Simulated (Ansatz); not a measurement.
# N started at a bond centre in 4H SiC, 97 atoms, charge +1

Wanted: geometry, formation energy and gap levels of the defect, compared across PBEsol, HSE06 and r²SCAN.

Program: Ansatz 0.2.0, PAW, plane waves. These are calculated values, not measurements.

## 1. Starting point

97 atoms (48 Si, 48 C, 1 N); a = 9.234 Å, b = 10.663 Å, c = 10.076 Å, α = 90.00°, β = 90.00°, γ = 90.00°. All atoms were shaken off their sites by about 0.02 Å along each axis; atoms next to an added one may be pushed further to make room. Defect site 1: (0.417, 0.458, 0.469).

Steps to follow: (2) PBEsol relaxation at the single k point (¼, ¼, ¼), on 1 × NVIDIA H100 80GB HBM3 with 4 threads of AMD EPYC 7R13; (3) HSE06 single point at the single k point (¼, ¼, ¼), on 1 × NVIDIA H100 80GB HBM3 with 4 threads of AMD EPYC 7R13; (4) r²SCAN single point at the single k point (¼, ¼, ¼), on 1 × NVIDIA H100 80GB HBM3 with 4 threads of AMD EPYC 7R13.

## 2. PBEsol relaxation in the fixed cell

Input file in.yaml:

```yaml
crystal:
  lattice:
    - [9.234204, 0.000000, 0.000000]
    - [0.000000, 10.662740, 0.000000]
    - [0.000000, 0.000000, 10.075947]
  atoms:
    - { symbol: Si, position: [0.002677, 0.001765, 0.499531] }
    - { symbol: Si, position: [0.331453, 0.002928, 0.498294] }
    - { symbol: Si, position: [0.164593, 0.250216, 0.497792] }
    - { symbol: Si, position: [0.000165, 0.501744, 0.497126] }
    - { symbol: Si, position: [0.666736, 0.000939, 0.500198] }
    - { symbol: Si, position: [0.502567, 0.250094, 0.499632] }
    - { symbol: Si, position: [0.282322, 0.528827, 0.516147] }
    - { symbol: Si, position: [0.170285, 0.752071, 0.499293] }
    - { symbol: Si, position: [0.834572, 0.253367, 0.496125] }
    - { symbol: Si, position: [0.669448, 0.496315, 0.499952] }
    - { symbol: Si, position: [0.494724, 0.749851, 0.498972] }
    - { symbol: Si, position: [0.833431, 0.750650, 0.498265] }
    - { symbol: Si, position: [0.000293, 0.168417, 0.251860] }
    - { symbol: Si, position: [0.334188, 0.165367, 0.247067] }
    - { symbol: Si, position: [0.164944, 0.416580, 0.253264] }
    - { symbol: Si, position: [0.998632, 0.666370, 0.249944] }
    - { symbol: Si, position: [0.662649, 0.170461, 0.253623] }
    - { symbol: Si, position: [0.497004, 0.415894, 0.249351] }
    - { symbol: Si, position: [0.333231, 0.668884, 0.247950] }
    - { symbol: Si, position: [0.166227, 0.913995, 0.252609] }
    - { symbol: Si, position: [0.835690, 0.417315, 0.249319] }
    - { symbol: Si, position: [0.670970, 0.664576, 0.250409] }
    - { symbol: Si, position: [0.499584, 0.914711, 0.249549] }
    - { symbol: Si, position: [0.831751, 0.914050, 0.251132] }
    - { symbol: Si, position: [0.170347, 0.082658, 0.749544] }
    - { symbol: Si, position: [0.997899, 0.333276, 0.750694] }
    - { symbol: Si, position: [0.500751, 0.084424, 0.750074] }
    - { symbol: Si, position: [0.334572, 0.330146, 0.752153] }
    - { symbol: Si, position: [0.166416, 0.587213, 0.746557] }
    - { symbol: Si, position: [0.000224, 0.834172, 0.750528] }
    - { symbol: Si, position: [0.835915, 0.082190, 0.752915] }
    - { symbol: Si, position: [0.670006, 0.334613, 0.747048] }
    - { symbol: Si, position: [0.497106, 0.580041, 0.748889] }
    - { symbol: Si, position: [0.334420, 0.835816, 0.747911] }
    - { symbol: Si, position: [0.833733, 0.584500, 0.749952] }
    - { symbol: Si, position: [0.669613, 0.828025, 0.752164] }
    - { symbol: Si, position: [0.004415, 0.996997, 0.999679] }
    - { symbol: Si, position: [0.332874, 0.999544, 0.998414] }
    - { symbol: Si, position: [0.168269, 0.248378, 0.003097] }
    - { symbol: Si, position: [0.999531, 0.501696, 0.999799] }
    - { symbol: Si, position: [0.666871, 0.001555, 0.997424] }
    - { symbol: Si, position: [0.499585, 0.250249, 0.999789] }
    - { symbol: Si, position: [0.333722, 0.501015, 0.002021] }
    - { symbol: Si, position: [0.164049, 0.747702, 0.999746] }
    - { symbol: Si, position: [0.835762, 0.249252, 0.000470] }
    - { symbol: Si, position: [0.666084, 0.497018, 0.996176] }
    - { symbol: Si, position: [0.503007, 0.751918, 0.998202] }
    - { symbol: Si, position: [0.833241, 0.747818, 0.003122] }
    - { symbol: C, position: [0.003100, 0.999331, 0.189949] }
    - { symbol: C, position: [0.333102, 0.002054, 0.182749] }
    - { symbol: C, position: [0.164715, 0.251338, 0.188538] }
    - { symbol: C, position: [0.000681, 0.501157, 0.187506] }
    - { symbol: C, position: [0.665969, 0.995795, 0.188473] }
    - { symbol: C, position: [0.497269, 0.250590, 0.190576] }
    - { symbol: C, position: [0.335610, 0.498487, 0.186955] }
    - { symbol: C, position: [0.166569, 0.751722, 0.186147] }
    - { symbol: C, position: [0.833739, 0.251746, 0.187508] }
    - { symbol: C, position: [0.666913, 0.499580, 0.188020] }
    - { symbol: C, position: [0.496522, 0.748118, 0.186182] }
    - { symbol: C, position: [0.836117, 0.753374, 0.190613] }
    - { symbol: C, position: [0.000145, 0.998412, 0.686027] }
    - { symbol: C, position: [0.332590, 0.001154, 0.692363] }
    - { symbol: C, position: [0.167308, 0.249533, 0.688460] }
    - { symbol: C, position: [0.999680, 0.500476, 0.686873] }
    - { symbol: C, position: [0.665696, 0.000626, 0.685403] }
    - { symbol: C, position: [0.498873, 0.249088, 0.685840] }
    - { symbol: C, position: [0.335006, 0.502205, 0.684906] }
    - { symbol: C, position: [0.166924, 0.751240, 0.687169] }
    - { symbol: C, position: [0.830985, 0.250149, 0.689696] }
    - { symbol: C, position: [0.661112, 0.500005, 0.690332] }
    - { symbol: C, position: [0.500072, 0.749822, 0.690173] }
    - { symbol: C, position: [0.828487, 0.750130, 0.686804] }
    - { symbol: C, position: [0.998977, 0.168459, 0.437263] }
    - { symbol: C, position: [0.332365, 0.166093, 0.437933] }
    - { symbol: C, position: [0.168662, 0.416797, 0.437150] }
    - { symbol: C, position: [0.001765, 0.665435, 0.437411] }
    - { symbol: C, position: [0.667216, 0.163523, 0.433311] }
    - { symbol: C, position: [0.550577, 0.391317, 0.418179] }
    - { symbol: C, position: [0.331290, 0.667582, 0.436934] }
    - { symbol: C, position: [0.163305, 0.913526, 0.438671] }
    - { symbol: C, position: [0.830036, 0.416762, 0.435392] }
    - { symbol: C, position: [0.665414, 0.667578, 0.436664] }
    - { symbol: C, position: [0.498193, 0.915534, 0.435417] }
    - { symbol: C, position: [0.834861, 0.913765, 0.435739] }
    - { symbol: C, position: [0.166201, 0.080828, 0.936707] }
    - { symbol: C, position: [0.996713, 0.332279, 0.942604] }
    - { symbol: C, position: [0.501130, 0.082661, 0.938763] }
    - { symbol: C, position: [0.336546, 0.335760, 0.940862] }
    - { symbol: C, position: [0.166132, 0.582823, 0.939505] }
    - { symbol: C, position: [0.001991, 0.832731, 0.937461] }
    - { symbol: C, position: [0.835377, 0.087278, 0.940227] }
    - { symbol: C, position: [0.664048, 0.336573, 0.935672] }
    - { symbol: C, position: [0.499800, 0.582850, 0.938566] }
    - { symbol: C, position: [0.335707, 0.833247, 0.938606] }
    - { symbol: C, position: [0.833509, 0.582269, 0.937448] }
    - { symbol: C, position: [0.664389, 0.832247, 0.934858] }
    - { symbol: N, position: [0.417064, 0.456626, 0.468534] }
  symmetry: { detect: false }
kpoints:
  mp_grid: { grid: [1, 1, 1], shift: [0.25, 0.25, 0.25] }
hamiltonian:
  xc: pbesol
total_charge: 1
scf:
  occupations: { method: fermi_dirac, width: 0.01 }
relax:
  f_tol: 0.03
  max_steps: 80
  escape_saddle: false
  adjacent_minimum: "off"
output:
  forces: true
  eigenvalues: true
  populations: true
  charged_corrections: { epsilon: 9.7 }
```

Started as:

```console
> ansatz run in.yaml --threads 4 --pin off --max-ram 61750MiB --runs-dir r --events-out ev --progress --plain --backend cuda --devices 0, --max-vram 37GiB
```

Further steps of the session: Single point with HSE06; Single point with r²SCAN.

What does the calculation give? Wanted: for each run, formation energy; host gap; top filled to lowest empty.

As calculated:

```
             level         time  formation energy (eV)  host gap (eV)  top filled to lowest empty (eV)
PBEsol, relaxation   29 s (GPU)                   4.16           2.10                             0.49
             HSE06   34 s (GPU)                   4.37           3.15                             1.49
            r²SCAN  7.8 s (GPU)                   4.57           2.59                             0.66
```

| quantity | value |
| --- | --- |
| relaxation | 11 recorded steps, 4.93 eV gained |
| largest shift | 0.57 Å (N97) |

**In words.** The relaxation lowers the energy by 4.93 eV; the largest shift is 0.57 Å (N97). The formation energy at E_F = VBM goes from 4.16 eV (PBEsol) to 4.57 eV (r²SCAN), as the host gap goes from 2.10 to 2.59 eV. The reservoirs are the elements' reference phases; where the defect changes the composition, the value depends on that choice. r²SCAN puts 2 localised levels over 0.1 eV inside the gap, at 0.20 (filled), 0.86 (empty) eV, the tightest of them shared by about 6 atoms. The HSE06 single point took about 4.3 times as long as the r²SCAN one on the same kind of device. The host's edges were read at Γ, so band-like levels at this k point need not coincide with them. One k point and a cell of this size can leave errors of several tenths of an eV. The dielectric constant of 9.7 in the correction is an assumed value.
